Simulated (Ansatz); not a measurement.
Write a Python script for the Python package of Ansatz (0.2.0) that makes a geometry optimisation of FH4SSbSi, SMILES [F][SbH][S][SiH3]. Use: B3LYP, def2-SVP basis, multiplicity 1.

```xyz
8

F    -2.9042    1.6430    0.4532
Sb   -0.9799    1.6448    0.1587
S    -0.8796   -0.6772    0.9120
Si    1.2052   -0.9076    0.1231
H    -1.1653    1.1297   -1.5320
H     1.1058   -0.6756   -1.3274
H     1.6326   -2.2809    0.4030
H     2.0776    0.0667    0.7537
```

`fh4ssbsi.py`
```python
'''Geometry optimisation of FH4SSbSi.'''

import ansatz
import numpy as np

BASIS = 'def2-SVP'
FUNCTIONAL = 'B3LYP'

GEOMETRY = '''
F    -2.90420    1.64300    0.45320
Sb   -0.97990    1.64480    0.15870
S    -0.87960   -0.67720    0.91200
Si    1.20520   -0.90760    0.12310
H    -1.16530    1.12970   -1.53200
H     1.10580   -0.67560   -1.32740
H     1.63260   -2.28090    0.40300
H     2.07760    0.06670    0.75370
'''

geometry = ansatz.Crystal.molecule()
for line in GEOMETRY.strip().splitlines():
    symbol, *xyz = line.split()
    geometry = geometry.atom(symbol, [float(v) for v in xyz])

calc = (
    geometry.calculation()
    .basis(gaussian=BASIS)
    .functional(FUNCTIONAL)
)
symbols = [site.symbol for site in geometry.cartesian_sites]
start = np.array([site.position_ang for site in geometry.cartesian_sites], dtype=float)
def progress(event):
    if event['event'] == 'relax_step':
        row = event['data']
        print(f'step {row["step"]:3d}  E = {row["lagrangian_ev"]:.6f} eV  max force {row["allowed_force_max_ev_ang"]:.4f} eV/A')


r = calc.relax(force_tolerance=0.02).session().plan().execute(on_event=progress).report
end = np.array(r['positions_ang'])

for key in ('converged', 'free_energy_ev', 'reference_energy_ev', 'n_frozen', 'n_occupied', 'n_virtual'):
    print(f'{key:22s} {r[key]}')

print('bond        before    after (A)')
for i, j in [(0, 1), (1, 2), (1, 4), (2, 3), (3, 5), (3, 6), (3, 7)]:
    d0, d1 = (np.linalg.norm(xyz[i] - xyz[j]) for xyz in (start, end))
    print(f'{symbols[i]}{i}-{symbols[j]}{j}'.ljust(10), f'{d0:8.4f} {d1:8.4f}')
```

```console
$ python fh4ssbsi.py
step   1  E = -28028.770710 eV  max force 1.6765 eV/A
step   2  E = -28028.897642 eV  max force 0.6124 eV/A
step   3  E = -28028.946429 eV  max force 0.1584 eV/A
step   4  E = -28028.951801 eV  max force 0.0645 eV/A
step   5  E = -28028.955060 eV  max force 0.0665 eV/A
step   6  E = -28028.959357 eV  max force 0.0466 eV/A
step   7  E = -28028.969038 eV  max force 0.1068 eV/A
step   8  E = -28028.971882 eV  max force 0.1825 eV/A
step   9  E = -28028.977182 eV  max force 0.3975 eV/A
step  10  E = -28028.987452 eV  max force 0.4647 eV/A
step  11  E = -28029.005170 eV  max force 0.5390 eV/A
step  12  E = -28029.017938 eV  max force 0.6556 eV/A
step  13  E = -28029.062909 eV  max force 0.1999 eV/A
step  14  E = -28029.087859 eV  max force 0.0911 eV/A
step  15  E = -28029.100740 eV  max force 0.2734 eV/A
step  16  E = -28029.108827 eV  max force 0.4800 eV/A
step  17  E = -28029.114233 eV  max force 0.2421 eV/A
step  18  E = -28029.127895 eV  max force 0.0833 eV/A
step  19  E = -28029.129648 eV  max force 0.1008 eV/A
step  20  E = -28029.132939 eV  max force 0.1464 eV/A
step  21  E = -28029.135130 eV  max force 0.0210 eV/A
step  22  E = -28029.135678 eV  max force 0.0155 eV/A
step  23  E = -28029.135898 eV  max force 0.0165 eV/A
converged              True
free_energy_ev         -28029.136150108745
reference_energy_ev    -28029.136150108745
n_frozen               0
n_occupied             [33, 33]
n_virtual              [63, 63]
bond        before    after (A)
F0-Sb1       1.9467   1.9558
Sb1-S2       2.4432   2.4634
Sb1-H4       1.7771   1.7391
S2-Si3       2.2409   2.1704
Si3-H5       1.4723   1.4882
Si3-H6       1.4653   1.4892
Si3-H7       1.4519   1.4919
```

Total energies depend on the basis set; only differences at equal settings carry meaning. The end point is the stationary point reached from this start; no frequency run checks that it is a minimum, and the basis set is modest. def2 sets replace the cores of elements past krypton by effective core potentials. b3lyp holds the VWN-RPA fit, as in Gaussian; the form of ORCA and Turbomole is b3lyp5. It ran for 59 s on 1 thread of AMD EPYC 9R45 96-Core Processor (Zen 5) (shared host), peak memory 0.3 GiB.

(Lines on the test bed's own set-up are left out of the output.)
